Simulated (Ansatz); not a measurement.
# Au: the cost of one run

Program: Ansatz 0.2.0. Level of theory: DFT PBE, scalar-relativistic, plane waves, PAW. These are calculated values, not measurements.

### Step 1. The structure to begin with

Symmetry: P-3m1, No. 164, trigonal system. Conventional cell: a = 5.024 Å, b = 5.024 Å, c = 15.000 Å, α = 90.00°, β = 90.00°, γ = 120.00°. Au (site symmetry 3m) has 6 Au at 2.91 to 2.93 Å as nearest neighbours. Au (site symmetry -3m) has 6 Au at 2.91 Å as nearest neighbours.

As a file:

```
CELL_PARAMETERS angstrom
5.02441 0.00000 0.00000
-2.51220 4.35126 0.00000
0.00000 0.00000 15.00000
ATOMIC_POSITIONS crystal
Au 0.33333 0.66667 0.51404
Au 0.66667 0.33333 0.48596
Au 0.00000 0.00000 0.50000
```

A structure generator made this guess: random sheet by layer group and Wyckoff sites. The dimensions are guesses.

It is a sheet, periodic along a and b, with vacuum along c; volumes and pressures of the box carry no meaning, and space groups named for it are those of the box.

### Step 2. Probe: one point on a coarse mesh

Input file input.yaml:

```yaml
crystal:
  lattice:
    - [5.024407, 0.0, 0.0]
    - [-2.512203, 4.351264, 0.0]
    - [0.0, 0.0, 15.0]
  atoms:
    - { symbol: Au, position: [0.33333333, 0.66666667, 0.5140397] }
    - { symbol: Au, position: [0.66666667, 0.33333333, 0.4859603] }
    - { symbol: Au, position: [0.0, 0.0, 0.5] }
  periodic: [true, true, false]
basis:
  ecutwfc: 420
kpoints:
  mp_grid: { grid: [6, 6, 1] }
hamiltonian:
  xc: pbe
scf:
  occupations: { method: gaussian, width: 0.1 }
  lower_state_search: "off"
output:
  forces: true
  stress: true
  eigenvalues: true
```

Command:

```sh
ansatz run input.yaml --threads 1 --pin off --max-ram 2560MiB --backend cpu --events-out ev --progress --plain --runs-dir out
```

What time and memory should one allow on 1 thread of AMD EPYC 9R14 (Zen 4), shared host?

About 4.5 s, with a peak of 0.67 GiB.
